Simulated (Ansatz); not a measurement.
# C4H11GaO: up Jacob's ladder to CCSD(T)

The task here is to estimate one member of a computed series from the others.

Computed with Ansatz 0.2.0, Gaussian basis. Level: functionals in def2-TZVPP, the program's frozen cores in correlated methods.

Levels to be run: LDA (SPW92), PBE-D4, revPBE-D4, BLYP-D4, r2SCAN-D4, B97M-V, PBE0-D4, B3LYP-D4, r2SCANh-D4, r2SCAN0-D4, HSE06-D4, BHLYP-D4, CAM-B3LYP-D4, LC-ωPBE, ωB97X-V, ωB97M-V, B2PLYP, PBE-QIDH; CCSD(T)/def2-SVP; CCSD(T)/def2-TZVPP; MP2/def2-QZVPP; extrapolation to the limit; RPA on PBE.

### Structure used throughout

All runs share one geometry, relaxed beforehand with PBE0-D4 in a triple-zeta def2 set.

SMILES `[GaH3-][O+]1CCCC1`, 17 atoms, charge 0, spin multiplicity 1.

Atoms are counted from 1 here; the program's logs count them from 0.

Bond lengths: Ga1–O2 2.129 Å, Ga1–H7 1.576 Å, Ga1–H8 1.576 Å, Ga1–H9 1.586 Å, O2–C3 1.433 Å, O2–C6 1.433 Å, C3–C4 1.524 Å, C3–H10 1.089 Å, C3–H11 1.095 Å, C4–C5 1.541 Å, C4–H12 1.090 Å, C4–H13 1.090 Å, C5–C6 1.524 Å, C5–H14 1.090 Å, C5–H15 1.090 Å, C6–H16 1.095 Å, C6–H17 1.089 Å. Angles: O2–Ga1–H7 97.0°, O2–Ga1–H8 97.0°, O2–Ga1–H9 97.4°, H7–Ga1–H8 120.4°, H7–Ga1–H9 117.6°, H8–Ga1–H9 117.5°, Ga1–O2–C3 116.5°, Ga1–O2–C6 116.4°, C3–O2–C6 105.7°, O2–C3–C4 105.4°, O2–C3–H10 107.5°, O2–C3–H11 107.8°, C4–C3–H10 114.7°, C4–C3–H11 111.9°, H10–C3–H11 109.1°, C3–C4–C5 104.1°, C3–C4–H12 110.5°, C3–C4–H13 111.2° and more.

Set-up of the first run:

Contents of in.yaml:

```yaml
crystal:
  periodic: [false, false, false]
  atoms:
    - {symbol: Ga, position_ang: [-0.628312, -1.269651, 1.914940]}
    - {symbol: O, position_ang: [0.261262, 0.352716, 0.861727]}
    - {symbol: C, position_ang: [1.341707, 0.025864, -0.021724]}
    - {symbol: C, position_ang: [0.696126, -0.193282, -1.385068]}
    - {symbol: C, position_ang: [-0.629897, 0.588208, -1.303399]}
    - {symbol: C, position_ang: [-0.626104, 1.182178, 0.100578]}
    - {symbol: H, position_ang: [0.692030, -1.807279, 2.587951]}
    - {symbol: H, position_ang: [-1.657143, -0.415034, 2.749341]}
    - {symbol: H, position_ang: [-1.180601, -2.054741, 0.652692]}
    - {symbol: H, position_ang: [1.847322, -0.846984, 0.388522]}
    - {symbol: H, position_ang: [2.036215, 0.872509, -0.029733]}
    - {symbol: H, position_ang: [0.503150, -1.252986, -1.549836]}
    - {symbol: H, position_ang: [1.342864, 0.160707, -2.188410]}
    - {symbol: H, position_ang: [-0.703718, 1.369127, -2.060799]}
    - {symbol: H, position_ang: [-1.476676, -0.085695, -1.430425]}
    - {symbol: H, position_ang: [-0.225231, 2.201169, 0.112162]}
    - {symbol: H, position_ang: [-1.592984, 1.173176, 0.601490]}
basis:
  gaussian: {orbitals: def2-TZVPP}
hamiltonian: {xc: lda}
output: {orbitals: {seedname: orbitals}}
```

Steps of the session up to this table: LDA; PBE-D4 (GGA); revPBE-D4 (GGA); BLYP-D4 (GGA); r2SCAN-D4 (meta-GGA); B97M-V (meta-GGA); PBE0-D4 (hybrid); B3LYP-D4 (hybrid); r2SCANh-D4 (hybrid); r2SCAN0-D4 (hybrid); HSE06-D4 (hybrid); BHLYP-D4 (hybrid); CAM-B3LYP-D4 (range-separated); LC-ωPBE (range-separated); ωB97X-V (range-separated); ωB97M-V (range-separated); B2PLYP (double hybrid); PBE-QIDH (double hybrid).

One of the session's tables, all rows but one given; the rest of the session is left out.

It belongs to the step «Frontier levels by functional». 

```
  functional  HOMO (eV)  gap (eV)
 LDA (SPW92)      -6.30      5.35
      PBE-D4      -6.23      5.58
   revPBE-D4      -6.19      5.68
     BLYP-D4      -6.14      5.60
   r2SCAN-D4      -6.55      6.27
      B97M-V      -6.67      6.13
     PBE0-D4          ?         ?
    B3LYP-D4      -7.29      7.25
  r2SCANh-D4      -7.00      7.02
  r2SCAN0-D4      -7.69      8.12
    HSE06-D4      -7.08      6.91
    BHLYP-D4      -8.67      9.67
CAM-B3LYP-D4      -8.87      9.99
     LC-ωPBE     -10.24     12.53
     ωB97X-V      -9.91     12.04
     ωB97M-V      -9.73     11.56
```

**Question.** Estimate the row for PBE0-D4.

**Answer.** HOMO (eV): -7.48; gap (eV): 7.68. In the column «HOMO (eV)» it lies between r2SCAN0-D4 (-7.69) and B3LYP-D4 (-7.29).
